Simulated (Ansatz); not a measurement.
# LaAs: the cost of one run

Computed with Ansatz 0.2.0 (DFT PBEsol, scalar-relativistic, unless a step's input says otherwise).

### 1 Starting point

It takes space group Fm-3m (No. 225, cubic). The conventional cell has a = 6.125 Å, b = 6.125 Å, c = 6.125 Å, α = 90.00°, β = 90.00°, γ = 90.00°. La (site symmetry m-3m) is surrounded by 6 As at 3.06 Å. As (site symmetry m-3m) has 6 La at 3.06 Å as nearest neighbours.

As a file:

```cif
data_structure
_symmetry_space_group_name_H-M 'Fm-3m'
_symmetry_Int_Tables_number 225
_cell_length_a 6.1250
_cell_length_b 6.1250
_cell_length_c 6.1250
_cell_angle_alpha 90.000
_cell_angle_beta 90.000
_cell_angle_gamma 90.000
_cell_volume 229.78
loop_
_atom_site_label
_atom_site_type_symbol
_atom_site_symmetry_multiplicity
_atom_site_Wyckoff_symbol
_atom_site_fract_x
_atom_site_fract_y
_atom_site_fract_z
_atom_site_occupancy
La1 La 4 a 0.00000 0.00000 0.00000 1
As1 As 4 b 0.50000 0.00000 0.00000 1
```

The file gives the conventional cell by its symmetry; the runs use the cell typed in the input.

Atoms are numbered in the order of the input: La1, As2.

### 2 After the deformation

Space group Fm-3m before, R-3m after.

### 3 Full-potential LAPW

The input, input.yaml:

```yaml
crystal:
  lattice:
    - [0.06125, 3.093125, 3.093125]
    - [3.093125, 0.06125, 3.093125]
    - [3.093125, 3.093125, 0.06125]
  atoms:
    - { symbol: La, position: [0.0, 0.0, 0.0] }
    - { symbol: As, position: [0.5, 0.5, 0.5] }
kpoints:
  mp_grid: { grid: [12, 12, 12] }
  band_path:
    path:
      - [0.0, 0.0, 0.0]
      - [0.5, 0.5, 0.5]
      - [0.2451701269, 0.5, 0.7548298731]
      - [-0.2451701269, 0.2451701269, 0.5]
      - [0.0, 0.0, 0.5]
      - [0.0, 0.0, 0.0]
      - [-0.3725850634, 0.0, 0.3725850634]
      - [0.0, 0.3725850634, 0.6274149366]
      - [0.0, 0.5, 0.5]
    npoints: 5
scf:
  occupations: { method: fermi_dirac, width: 0.05 }
hamiltonian:
  xc: pbesol
  pseudopotentials: { kind: all_electron, lapw: { basis_error: 0.001 } }
output:
  forces: true
  stress: true
  eigenvalues: true
```

Started as:

```console
$ ansatz run input.yaml --threads 1 --pin off --max-ram 3072MiB --backend cpu --events-out ev --progress --plain --runs-dir out
```

Q: Estimate wall time and peak memory on 1 thread of Arm Neoverse V2, shared host.

About 60 s, with a peak of 0.63 GiB.
